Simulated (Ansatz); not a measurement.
# GaPH₂ (singlet): wave-function methods side by side, cc-pVDZ

One table from this session's results is given with a row withheld; the runs are named, their logs left out.

Method: cc-pVDZ, core rule «outside noble gas», up to 19 orbitals frozen; program: Ansatz 0.2.0, Gaussian basis.

To be run: UHF; CCSD(T) on RHF; CCSD(T) on UHF; BCCD(T) on RHF; CISD; CCSDT(Q) on RHF; CCSDT(Q) on UHF.

26 further runs of the same task are left out: 10 for a known fault of the program, 5 that didn't finish, 11 set aside as unsound or not needed.

### The system

The geometry is a PBE0/def2-TZVP stationary point (not a proven minimum). No spin-orbit coupling is included. The filled d shell of Ga may be among the frozen orbitals whatever the setting's name suggests; the logs give the count.

4 atoms, charge 0, spin multiplicity 1.

Atoms are counted from 1 here; the program's logs count them from 0.

Bond lengths: P1–Ga2 2.206 Å, Ga2–H3 1.566 Å, Ga2–H4 1.566 Å. Angles: P1–Ga2–H3 118.9°, P1–Ga2–H4 118.9°, H3–Ga2–H4 122.1°.

The first run:

File in.yaml:

```yaml
crystal:
  periodic: [false, false, false]
  atoms:
    - {symbol: P, position_ang: [0.000000, 0.000000, 1.555575]}
    - {symbol: Ga, position_ang: [0.000000, 0.000000, -0.650327]}
    - {symbol: H, position_ang: [0.000000, -1.370553, -1.408428]}
    - {symbol: H, position_ang: [0.000000, 1.370553, -1.408428]}
basis:
  gaussian: {orbitals: cc-pVDZ}
magnetization: {spin_polarized: true, initial_magnetization: 0}
hamiltonian: {xc: hf}
output: {orbitals: {seedname: orbitals}}
```

Run with:

```bash
ansatz run in.yaml --threads 1 --pin off --events-out ev --progress --plain --max-ram 2393MiB
```

Steps of the session up to this table: UHF; CCSD(T) on RHF; CCSD(T) on UHF; BCCD(T) on RHF; CISD; CCSDT(Q) on RHF; CCSDT(Q) on UHF.

One table of the session follows, with a row left open; its other results are not shown here.

It belongs to the step «Misses and costs». 

| method | from RCCSDT(Q) (meV) |
| --- | --- |
| RHF | +5541.7 |
| UHF | +4604.8 |
| RMP2 | +1343.3 |
| UMP2 | +884.0 |
| RCCSD | ? |
| UCCSD | -195.0 |
| RCCSD(T) | +64.1 |
| UCCSD(T) | -363.0 |
| BCCD(T) | +63.8 |
| RCCSDT | +18.0 |
| UCCSDT | -618.6 |
| RCCSDT(Q) | 0 |
| UCCSDT(Q) | -685.7 |

Estimate the missing values for RCCSD.

**Answer.** from RCCSDT(Q) (meV): +227.6. In the column «from RCCSDT(Q) (meV)» it lies between RCCSD(T) (+64.1) and UMP2 (+884.0).

Not comparable, so not listed: CISD (they don't share determinant, frozen orbitals or solution with the rows shown, or repeat one).

Caveats from the session: The determinant is far from a pure spin state, so its energy mixes those of several spin states (harmless only where they are near-degenerate, as at dissociation). The program flags UCCSD(T), UCCSDT(Q) as in doubt, so those rows may rest on another solution; read them beside their warnings. Warnings: restricted reference is unstable; spin contamination; large T1 diagnostic. Restricted and unrestricted rows rest on different reference determinants; where their highest levels disagree by more than a few hundredths of an eV, they describe different states and don't form one ladder.
